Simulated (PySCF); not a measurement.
# The bond of KTe, level by level

One table from this session's results is given with a row withheld; the runs are named, their logs left out.

Program: PySCF 2.14.0. Level of theory: K def2-SVP, Te def2-SVP with ECP28, scalar-relativistic core potentials. These are calculated values, not measurements.

Set-up of the first run:

A driver script around PySCF takes these settings:

| Item | Value |
| --- | --- |
| atoms | K, Te |
| charge | 0 |
| basis | K def2-SVP, Te def2-SVP with ECP28 |
| Hamiltonian | scalar-relativistic core potentials |
| basis functions | 50 |
| electrons treated | 43 |
| masses in u | 38.9637, 129.9062 |
| levels | PBE0, PBE, r²SCAN, M06-L, B97-3, B3LYP, HF, MP2, SCS-MP2, CCSD, CCSD(T) |
| grid | 80 radial by 434 angular points |
| occupations | held fixed by the projection of orbital angular momentum |
| dissociation limit | K + Te, each in its ground configuration |
| starting distance in angstrom | 3.265 |
| values of 2S to try | 1, 3 |

Started as:

```bash
$ OMP_NUM_THREADS=1 python dia.py task.json out
```

Among the steps run: Set-up; The PBE0 curve of the state that the search chose; Higher solutions at PBE0; PBE; r²SCAN; M06-L; B97-3; B3LYP; UHF (mean field); Adding correlation.

One table of the session follows, with a row left open; its other results are not shown here.

Energy (eV) from each level's lowest point:

| R (Å) | UHF | UHF-MP2 | UHF-SCS-MP2 | UHF-CCSD | UHF-CCSD(T) |
| --- | --- | --- | --- | --- | --- |
| 2.743 | 0.688 | 0.608 | 0.625 | n/a | n/a |
| 2.870 | 0.336 | 0.285 | 0.297 | 0.295 | 0.294 |
| 2.998 | 0.132 | 0.102 | 0.109 | 0.108 | 0.108 |
| 3.093 | ? | ? | ? | ? | ? |
| 3.189 | 0.007 | 0.000 | 0.002 | 0.002 | 0.002 |
| 3.285 | 0.000 | 0.000 | 0.000 | 0.000 | 0.000 |
| 3.412 | 0.027 | 0.036 | 0.033 | 0.033 | 0.032 |
| 3.572 | 0.103 | 0.119 | 0.113 | 0.113 | 0.112 |
| 3.763 | 0.232 | 0.255 | 0.246 | 0.246 | 0.244 |
| 4.018 | 0.436 | 0.468 | 0.457 | n/a | n/a |

Estimate the missing values for R (Å) = 3.093.

Worked estimate for «UHF». A straight line through the neighbours (2.998, 0.132) and (3.189, 0.007) gives 0.132 + (0.007 − 0.132) × (3.093 − 2.998) / (3.189 − 2.998) = 0.070; a parabola fitted to 4 rows on both sides gives 0.046.

As computed: UHF: 0.048; UHF-MP2: 0.030; UHF-SCS-MP2: 0.035; UHF-CCSD: 0.034; UHF-CCSD(T): 0.035. In «UHF» the line misses by +0.022 and the parabola by -0.002.

State 2 has its PBE0 minimum 0.43 eV higher. State 3 has its PBE0 minimum 2.11 eV higher. The other levels ran on the lowest alone.
